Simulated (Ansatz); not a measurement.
# C10H22Se: the cost of one run

Computed with Ansatz 0.2.0, Gaussian basis. Level: the settings change from run to run.

5 further runs of the same task are left out: 5 that didn't finish.

## (1) The relaxed structure

The geometry comes from an earlier relaxation with PBE-D4/def2-SVP; it is a stationary point, not always the lowest conformer.

33 atoms, charge 0, spin multiplicity 1.

Atoms are counted from 1 here; the program's logs count them from 0.

Bond lengths: C1–C2 1.530 Å, C1–H12 1.110 Å, C1–H13 1.110 Å, C1–H14 1.109 Å, C2–C3 1.533 Å, C2–H15 1.112 Å, C2–H16 1.113 Å, C3–C4 1.535 Å, C3–H17 1.114 Å, C3–H18 1.113 Å, C4–C5 1.533 Å, C4–H19 1.114 Å, C4–H20 1.113 Å, C5–C6 1.531 Å, C5–H21 1.114 Å, C5–H22 1.113 Å, C6–C7 1.531 Å, C6–H23 1.114 Å and more. Angles: C2–C1–H12 111.3°, C2–C1–H13 111.3°, C2–C1–H14 111.9°, H12–C1–H13 107.1°, H12–C1–H14 107.5°, H13–C1–H14 107.5°, C1–C2–C3 113.2°, C1–C2–H15 109.3°, C1–C2–H16 109.7°, C3–C2–H15 109.8°, C3–C2–H16 109.0°, H15–C2–H16 105.6°, C2–C3–C4 115.0°, C2–C3–H17 109.1°, C2–C3–H18 108.6°, C4–C3–H17 109.2°, C4–C3–H18 108.9°, H17–C3–H18 105.5° and more.

## (2) r2SCAN0/def2-SVP

Set apart from the defaults: unrestricted orbitals, D3(BJ) dispersion.

Contents of in.yaml:

```yaml
crystal:
  periodic: [false, false, false]
  atoms:
    - {symbol: C, position_ang: [-4.940339, 1.670105, 0.914055]}
    - {symbol: C, position_ang: [-3.696285, 1.039633, 0.286143]}
    - {symbol: C, position_ang: [-3.378856, -0.353716, 0.842352]}
    - {symbol: C, position_ang: [-2.173240, -1.050609, 0.197738]}
    - {symbol: C, position_ang: [-0.824490, -0.363252, 0.437699]}
    - {symbol: C, position_ang: [0.365829, -1.130965, -0.143462]}
    - {symbol: C, position_ang: [1.715543, -0.443568, 0.079168]}
    - {symbol: C, position_ang: [2.898261, -1.219732, -0.506404]}
    - {symbol: C, position_ang: [4.275427, -0.596119, -0.237424]}
    - {symbol: C, position_ang: [4.455861, 0.840763, -0.726929]}
    - {symbol: Se, position_ang: [4.106233, 0.968519, -2.682671]}
    - {symbol: H, position_ang: [-4.823352, 1.784201, 2.012420]}
    - {symbol: H, position_ang: [-5.840620, 1.042445, 0.744709]}
    - {symbol: H, position_ang: [-5.150381, 2.675166, 0.495206]}
    - {symbol: H, position_ang: [-2.825449, 1.713692, 0.439674]}
    - {symbol: H, position_ang: [-3.827890, 0.967729, -0.817199]}
    - {symbol: H, position_ang: [-3.214725, -0.278650, 1.942090]}
    - {symbol: H, position_ang: [-4.277072, -0.998984, 0.718920]}
    - {symbol: H, position_ang: [-2.345343, -1.143954, -0.899046]}
    - {symbol: H, position_ang: [-2.113829, -2.094072, 0.579483]}
    - {symbol: H, position_ang: [-0.674310, -0.224429, 1.533144]}
    - {symbol: H, position_ang: [-0.837360, 0.661937, 0.005719]}
    - {symbol: H, position_ang: [0.394110, -2.154463, 0.295697]}
    - {symbol: H, position_ang: [0.209139, -1.280089, -1.235973]}
    - {symbol: H, position_ang: [1.676986, 0.572628, -0.372509]}
    - {symbol: H, position_ang: [1.877183, -0.289086, 1.170991]}
    - {symbol: H, position_ang: [2.748294, -1.331515, -1.604524]}
    - {symbol: H, position_ang: [2.896232, -2.255633, -0.101751]}
    - {symbol: H, position_ang: [4.470081, -0.597123, 0.859380]}
    - {symbol: H, position_ang: [5.062488, -1.237552, -0.689793]}
    - {symbol: H, position_ang: [3.762185, 1.534072, -0.211373]}
    - {symbol: H, position_ang: [5.492221, 1.185185, -0.547676]}
    - {symbol: H, position_ang: [4.537467, 2.387428, -2.777812]}
basis:
  gaussian: {orbitals: def2-SVP}
magnetization: {spin_polarized: true, initial_magnetization: 0}
hamiltonian: {xc: {name: r2SCAN0}, dispersion: d3bj}
output: {forces: true}
```

Command:

```
$ ansatz run in.yaml --threads 4 --pin off --events-out ev --progress --plain --max-ram 6963MiB
```

**Question.** How long does this run take on 4 threads of Arm Neoverse V1, shared host, and how much memory does it need?

About 30 s, with a peak of 1.9 GiB.
